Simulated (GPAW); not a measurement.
# HfB (Fm-3m) in GPAW: convergence with grid spacing (A)

Aim: find how far grid spacing (A) must go before the results for HfB settle, at PBE. This setting moves, with any that are tied to it; all else stays.

All numbers are computed with GPAW 26.7.0; they aren't measurements. Logs are shortened: lines on timing, memory, paths and dates and some standing lists are left out, and cuts for length are marked. The log counts tension as positive stress, the text compression.

## (1) Starting point

Symmetry: Fm-3m, No. 225, cubic system. The conventional cell has a = 4.620 Å, b = 4.620 Å, c = 4.620 Å, α = 90.00°, β = 90.00°, γ = 90.00°. Hf (site symmetry m-3m) is surrounded by 6 B at 2.31 Å. Around B (site symmetry m-3m) lie 6 Hf at 2.31 Å.

## (2) With grid spacing (A) 0.26

run.py

```python
from ase.dft.bandgap import bandgap
from ase.io import read, write
from gpaw import GPAW

atoms = read('POSCAR')

calc = GPAW(mode='fd',
            h=0.26,
            xc='PBE',
            kpts={'size': (10, 10, 10), 'gamma': True},
            occupations={'name': 'fermi-dirac', 'width': 0.05},
            nbands=17,
            convergence={'density': 1e-05, 'energy': 1e-05},
            maxiter=100,
            txt='gpaw.txt')
atoms.calc = calc
energy = atoms.get_potential_energy()
forces = atoms.get_forces()
calc.write('gs.gpw')
write('result.traj', atoms)
print(f'Energy: {energy:.6f} eV')
print('Forces (eV/A):')
print(forces.round(4))
print('Fermi level:', round(calc.get_fermi_level(), 4), 'eV')
print(f'Gap: {bandgap(calc)[0]:.4f} eV, direct: {bandgap(calc, direct=True)[0]:.4f} eV')
```

POSCAR

```
HfB
1.0
    0.0000000000      2.3100000000      2.3100000000
    2.3100000000      0.0000000000      2.3100000000
    2.3100000000      2.3100000000      0.0000000000
Hf B
1 1
Direct
    0.5000000000      0.5000000000      0.5000000000
    0.0000000000      0.0000000000      0.0000000000
```

Potentials or basis: GPAW PAW data sets (gpaw-data 1.2.1), fd.

Run with:

```sh
> OMP_NUM_THREADS=1 python run.py
```

It took 17 s on 1 thread of Arm Neoverse V1, shared host; peak memory 0.18 GiB.

What came out:

| Item | Value |
| --- | --- |
| Free energy | -14.7021 eV |
| Band gap on the k mesh | none (metal or under the smearing width) |

## (3) With grid spacing (A) 0.23

run.py, as its differences from that of step 2:

```diff
@@ -7,3 +7,3 @@
 calc = GPAW(mode='fd',
-            h=0.26,
+            h=0.23,
             xc='PBE',
```

POSCAR is that of step 2.

Potentials or basis: GPAW PAW data sets (gpaw-data 1.2.1), fd.

Run with:

```sh
> OMP_NUM_THREADS=1 python run.py
```

It took 17 s on 1 thread of Arm Neoverse V1, shared host; peak memory 0.18 GiB.

Results:

```yaml
Free_energy: -14.7021 eV
Band_gap_on_the_k_mesh: none (metal or under the smearing width)
```

## (4) With grid spacing (A) 0.2

run.py, as its differences from that of step 3:

```diff
@@ -7,3 +7,3 @@
 calc = GPAW(mode='fd',
-            h=0.23,
+            h=0.2,
             xc='PBE',
```

POSCAR is that of step 3.

Run with:

```sh
> OMP_NUM_THREADS=1 python run.py
```

It took 17 s on 1 thread of Arm Neoverse V1, shared host; peak memory 0.18 GiB.

The run converged. Its results:

| Quantity | Value |
| --- | --- |
| Free energy | -14.7021 eV |
| Band gap on the k mesh | none (metal or under the smearing width) |

## (5) With grid spacing (A) 0.18

run.py, as its differences from that of step 4:

```diff
@@ -7,3 +7,3 @@
 calc = GPAW(mode='fd',
-            h=0.2,
+            h=0.18,
             xc='PBE',
```

POSCAR is that of step 4.

Run with:

```sh
> OMP_NUM_THREADS=1 python run.py
```

It took 37 s on 1 thread of Arm Neoverse V1, shared host; peak memory 0.26 GiB.

Results (log left out):

| Property | Result |
| --- | --- |
| Free energy | -14.6990 eV |
| Band gap on the k mesh | none (metal or under the smearing width) |

## (6) With grid spacing (A) 0.16

run.py, as its differences from that of step 5:

```diff
@@ -7,3 +7,3 @@
 calc = GPAW(mode='fd',
-            h=0.18,
+            h=0.16,
             xc='PBE',
```

POSCAR is that of step 5.

Potentials or basis: GPAW PAW data sets (gpaw-data 1.2.1), fd.

Run with:

```sh
> OMP_NUM_THREADS=1 python run.py
```

Wall time 37 s (1 thread of Arm Neoverse V1, shared host); peak memory 0.26 GiB.

The run converged. Its results:

- Free energy: -14.6990 eV
- Band gap on the k mesh: none (metal or under the smearing width)

## (7) With grid spacing (A) 0.14

run.py, as its differences from that of step 6:

```diff
@@ -7,3 +7,3 @@
 calc = GPAW(mode='fd',
-            h=0.16,
+            h=0.14,
             xc='PBE',
```

POSCAR is that of step 6.

Run with:

```sh
> OMP_NUM_THREADS=1 python run.py
```

It took 68 s on 1 thread of Arm Neoverse V1, shared host; peak memory 0.4 GiB.

Results (log left out):

| Quantity | Value |
| --- | --- |
| Free energy | -14.7019 eV |
| Band gap on the k mesh | none (metal or under the smearing width) |

## (8) With grid spacing (A) 0.12

run.py, as its differences from that of step 7:

```diff
@@ -7,3 +7,3 @@
 calc = GPAW(mode='fd',
-            h=0.14,
+            h=0.12,
             xc='PBE',
```

POSCAR is that of step 7.

Potentials or basis: GPAW PAW data sets (gpaw-data 1.2.1), fd.

Run with:

```sh
> OMP_NUM_THREADS=1 python run.py
```

gpaw.txt:

```text
__  _  _
 | _ |_)|_||  |
 |__||  | ||/\| - 26.7.0

Input parameters:
  mode=FD(),
  convergence={'density': 1e-05, 'energy': 1e-05},
  h=0.12,
  kpts=MonkhorstPack(size=(10, 10, 10), gamma=True),
  maxiter=100,
  nbands=17,
  occupations=Occupations(name='fermi-dirac', width=0.05),
  xc=XC(name='PBE')

Diagonalizing LCAO Hamiltonian
Converting LCAO to fd mode

               Hf

       B

Atoms  # Å, Bohr magnetons
|   | symbol |        x |        y |        z |    initial magnetic moments |
|---|--------|----------|----------|----------|-----------------------------|
| 0 |     Hf | 2.310000 | 2.310000 | 2.310000 | ( 0.0000,  0.0000,  0.0000) |
| 1 |      B | 0.000000 | 0.000000 | 0.000000 | ( 0.0000,  0.0000,  0.0000) |

Unit cell  # Å
| periodic |        x |        y |        z |  lengths |    angles |
|----------|----------|----------|----------|----------|-----------|
|      yes | 0.000000 | 2.310000 | 2.310000 | 3.266833 | 60.000000 |
|      yes | 2.310000 | 0.000000 | 2.310000 | 3.266833 | 60.000000 |
|      yes | 2.310000 | 2.310000 | 0.000000 | 3.266833 | 60.000000 |

Number of symmetries: 48
Symmetry operations  # r_c * U_cc + t_c -> r_c
|    | kind |            matrix            |
|----|------|------------------------------|
|  0 |  σ   |  1, 0, 0,  1, 0,-1,  1,-1, 0 |
|  1 |  C2  |  1, 0, 0,  1,-1, 0,  1, 0,-1 |
|  2 |  E   |  1, 0, 0,  0, 1, 0,  0, 0, 1 |
|  3 |  σ   |  1, 0, 0,  0, 0, 1,  0, 1, 0 |
|  4 |  C4  |  1, 0,-1,  1, 0, 0,  1,-1, 0 |
|  5 |  S6  |  1, 0,-1,  1,-1, 0,  1, 0, 0 |
|  6 |  σ   |  1, 0,-1,  0, 1,-1,  0, 0,-1 |
|  7 |  C3  |  1, 0,-1,  0, 0,-1,  0, 1,-1 |
|  8 |  S6  |  1,-1, 0,  1, 0, 0,  1, 0,-1 |
|  9 |  C4  |  1,-1, 0,  1, 0,-1,  1, 0, 0 |
| 10 |  C3  |  1,-1, 0,  0,-1, 1,  0,-1, 0 |
| 11 |  σ   |  1,-1, 0,  0,-1, 0,  0,-1, 1 |
| 12 |  σ   |  0, 1, 0,  1, 0, 0,  0, 0, 1 |
| 13 |  C4  |  0, 1, 0,  0, 1,-1, -1, 1, 0 |
| 14 |  C3  |  0, 1, 0,  0, 0, 1,  1, 0, 0 |
| 15 |  S6  |  0, 1, 0, -1, 1, 0,  0, 1,-1 |
| 16 |  C2  |  0, 1,-1,  1, 0,-1,  0, 0,-1 |
[... 137 lines left out ...]
  Old densities: 10
  SVD Regularization: 0.005
  Good broyden scale: 1.0
  Trust region scale: 1.0
  Backstep threshold: 4.0
  History deletion threshold: 6.0
  Fourier metric: weight=20.0, sigma=0.015

occupation numbers:
  Fermi-Dirac:
    width: 0.0500  # eV

FastPoissonSolver using
    Stencil: 12*3+1=37 point O(h^6) finite-difference Laplacian
    FFT axes: [np.int64(0), np.int64(1), np.int64(2)]
    FST axes: []

xc functional:
  name: PBE with 2 nearest neighbor stencil
interpolation: tri-quintic # 5. degree polynomial

convergence criteria:
- Maximum integral of absolute [dens]ity change: 1e-05 electrons / valence electron
- Maximum [total energy] change in last 3 cyles: 1e-05 eV / valence electron
- Maximum integral of absolute [eigenst]ate change: 4e-08 eV^2 / valence electron
maximum number of iterations: 100

SCF iterations
|iter     | |      energy | eigst |  dens |
|---------|-|-------------|-------|-------|
|iter:   1| |  -15.542693 | +0.34 |       |
|iter:   2| |  -15.342246 | -1.27 | -0.97 |
|iter:   3| |  -14.674630 | -0.73 | -1.02 |
|iter:   4| |  -14.691440 | -2.22 | -1.83 |
|iter:   5| |  -14.697636 | -2.92 | -2.13 |
|iter:   6| |  -14.697638 | -4.32 | -3.49 |
|iter:   7| |  -14.697639c| -5.46 | -4.01 |
|iter:   8| |  -14.697638c| -6.41 | -4.53 |
|iter:   9| |  -14.697639c| -7.34 | -5.21c|
|iter:  10| |  -14.697639c| -7.71c| -6.16c|

Converged in 10 steps
Energy contributions relative to reference atoms: (reference = -410555.604843)

Energy contributions:
  Kinetic:          37.029731
  Coulomb:         -32.608920
  Zero:             -0.462207
  External:          0.000000
  Xc:              -18.650652
  Entropy:          -0.011179
  Spinorbit:         0.000000
  ----------------------------
  Free energy:     -14.703228
  Extrapolated:    -14.697639

dipole moment: (-7.111448, -7.111448, -7.111448)  # |e|*Ang

Fermi level: 10.412
Eigenvalues  # (at kpt = [0.000, 0.000, 0.000])
| band index |      eig [eV] | occ [0-2] |
|------------|---------------|-----------|
|          0 |       -49.185 |     2.000 |
|          1 |       -17.912 |     2.000 |
|          2 |       -17.911 |     2.000 |
|          3 |       -17.911 |     2.000 |
|          4 |         0.880 |     2.000 |
|          5 |        12.622 |     0.000 |
|          6 |        12.622 |     0.000 |
|          7 |        12.622 |     0.000 |
|          8 |        14.416 |     0.000 |
|          9 |        14.416 |     0.000 |
|         10 |        14.416 |     0.000 |
|         11 |        14.661 |     0.000 |
|         12 |        14.661 |     0.000 |
|        ... |               |           |
|         16 |        37.830 |     0.000 |

No gap
No difference between direct/indirect transitions

Forces  # eV/Ang
|        x |        y |       z |
|----------|----------|---------|
|  0.00000 |  0.00000 | 0.00000 |  # Hf   0
| -0.00000 | -0.00000 | 0.00000 |  # B    1

# Writing to gs.gpw (mode='')
```

Run time: 1.8 min. Hardware: 1 thread of Arm Neoverse V1, shared host; peak memory 0.6 GiB.

What came out:

```yaml
Free_energy: -14.7032 eV
Band_gap_on_the_k_mesh: none (metal or under the smearing width)
```

## (9) The series at a glance

```tsv
grid spacing (A)	energy less the tightest run, at zero smearing (meV/atom)	SCF cycles	CPU time (s)	peak memory (GiB)
0.26	0.58	9	17	0.18
0.23	0.58	9	17	0.18
0.2	0.58	9	17	0.18
0.18	2.09	9	37	0.26
0.16	2.09	9	37	0.26
0.14	0.67	10	68	0.4
0.12	0.00	10	110	0.6
```

Against the tightest run, the energy stays within 1 meV/atom from 0.14 on. The tightest run that finished is the yardstick and may itself not be fully converged.

Caveats: the real-space grid adds noise to forces.
